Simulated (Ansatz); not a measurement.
**C₃H₉FHf: one species, many methods**

The task here is to estimate one member of a computed series from the others.

Computed with Ansatz 0.2.0, Gaussian basis. Level: functionals in def2-TZVPP, the program's frozen cores in correlated methods.

The runs, in order: LDA (SPW92), PBE-D4, revPBE-D4, BLYP-D4, r2SCAN-D4, B97M-V, PBE0-D4, B3LYP-D4, r2SCANh-D4, r2SCAN0-D4, HSE06-D4, BHLYP-D4, CAM-B3LYP-D4, LC-ωPBE, ωB97X-V, ωB97M-V, B2PLYP, PBE-QIDH; CCSD(T)/def2-SVP; CCSD(T)/def2-TZVPP; MP2/def2-QZVPP; extrapolation to the limit; RPA on PBE.

1 further run of the same task is left out (for a known fault of the program). Runs told in other sessions of the task aren't counted.

## Structure used throughout

The geometry comes from an earlier relaxation with PBE0-D4 in a triple-zeta def2 set; it is a stationary point, not always the lowest conformer. Hf takes the def2 core potential; no spin-orbit term is included.

SMILES `[CH3][Hf]([CH3])([CH3])[F]`, 14 atoms, charge 0, spin multiplicity 1.

Atoms are counted from 1 here; the program's logs count them from 0.

Bond lengths: C1–Hf2 2.214 Å, C1–H6 1.098 Å, C1–H7 1.096 Å, C1–H8 1.098 Å, Hf2–C3 2.214 Å, Hf2–C4 2.214 Å, Hf2–F5 1.906 Å, C3–H9 1.096 Å, C3–H10 1.098 Å, C3–H11 1.098 Å, C4–H12 1.098 Å, C4–H13 1.096 Å, C4–H14 1.097 Å. Angles: Hf2–C1–H6 111.1°, Hf2–C1–H7 113.3°, Hf2–C1–H8 110.5°, H6–C1–H7 107.3°, H6–C1–H8 107.1°, H7–C1–H8 107.3°, C1–Hf2–C3 108.4°, C1–Hf2–C4 108.0°, C1–Hf2–F5 111.0°, C3–Hf2–C4 107.8°, C3–Hf2–F5 110.9°, C4–Hf2–F5 110.7°, Hf2–C3–H9 113.3°, Hf2–C3–H10 110.8°, Hf2–C3–H11 110.8°, H9–C3–H10 107.3°, H9–C3–H11 107.2°, H10–C3–H11 107.1° and more.

Set-up of the first run:

in.yaml reads:

```yaml
crystal:
  periodic: [false, false, false]
  atoms:
    - {symbol: C, position_ang: [-1.665917, 1.230230, -0.179023]}
    - {symbol: Hf, position_ang: [0.375193, 0.388455, -0.343760]}
    - {symbol: C, position_ang: [1.186597, 0.118616, 1.698598]}
    - {symbol: C, position_ang: [0.214618, -1.613435, -1.276627]}
    - {symbol: F, position_ang: [1.501857, 1.525933, -1.377735]}
    - {symbol: H, position_ang: [-1.811041, 1.726990, 0.788970]}
    - {symbol: H, position_ang: [-1.896889, 1.964079, -0.959079]}
    - {symbol: H, position_ang: [-2.417605, 0.432783, -0.247920]}
    - {symbol: H, position_ang: [1.813170, 0.953901, 2.030713]}
    - {symbol: H, position_ang: [0.374454, 0.008445, 2.429034]}
    - {symbol: H, position_ang: [1.798809, -0.790696, 1.757773]}
    - {symbol: H, position_ang: [-0.062014, -2.365215, -0.525655]}
    - {symbol: H, position_ang: [1.149083, -1.946982, -1.741956]}
    - {symbol: H, position_ang: [-0.560315, -1.633112, -2.053344]}
basis:
  gaussian: {orbitals: def2-TZVPP}
hamiltonian: {xc: lda}
output: {orbitals: {seedname: orbitals}}
```

Launch:

```console
ansatz run in.yaml --threads 4 --pin off --events-out ev --progress --plain --max-ram 11315MiB
```

Among the steps run: LDA; PBE-D4 (GGA); revPBE-D4 (GGA); BLYP-D4 (GGA); r2SCAN-D4 (meta-GGA); B97M-V (meta-GGA); B3LYP-D4 (hybrid); r2SCANh-D4 (hybrid); r2SCAN0-D4 (hybrid); HSE06-D4 (hybrid); BHLYP-D4 (hybrid); CAM-B3LYP-D4 (range-separated); LC-ωPBE (range-separated); ωB97X-V (range-separated); ωB97M-V (range-separated); B2PLYP (double hybrid); PBE-QIDH (double hybrid).

One table of the session follows, with a row left open; its other results are not shown here.

It belongs to the step «Orbital energies across the functionals». 

```
  functional  HOMO (eV)  gap (eV)
 LDA (SPW92)      -6.40      4.65
      PBE-D4      -6.28      4.80
   revPBE-D4      -6.22      4.86
     BLYP-D4      -6.15      4.77
   r2SCAN-D4      -6.56      5.38
      B97M-V      -6.64      5.45
     PBE0-D4      -7.61      7.09
    B3LYP-D4      -7.38      6.60
  r2SCANh-D4      -7.05      6.21
  r2SCAN0-D4      -7.80      7.45
    HSE06-D4      -7.20      6.31
    BHLYP-D4      -8.84      9.29
CAM-B3LYP-D4          ?         ?
     LC-ωPBE     -10.41     12.11
     ωB97X-V     -10.04     11.56
     ωB97M-V      -9.91     10.90
```

Q: Estimate the row for CAM-B3LYP-D4 from the others.

The run gave: HOMO (eV): -9.01; gap (eV): 9.60. In the column «HOMO (eV)» it lies between ωB97M-V (-9.91) and BHLYP-D4 (-8.84).
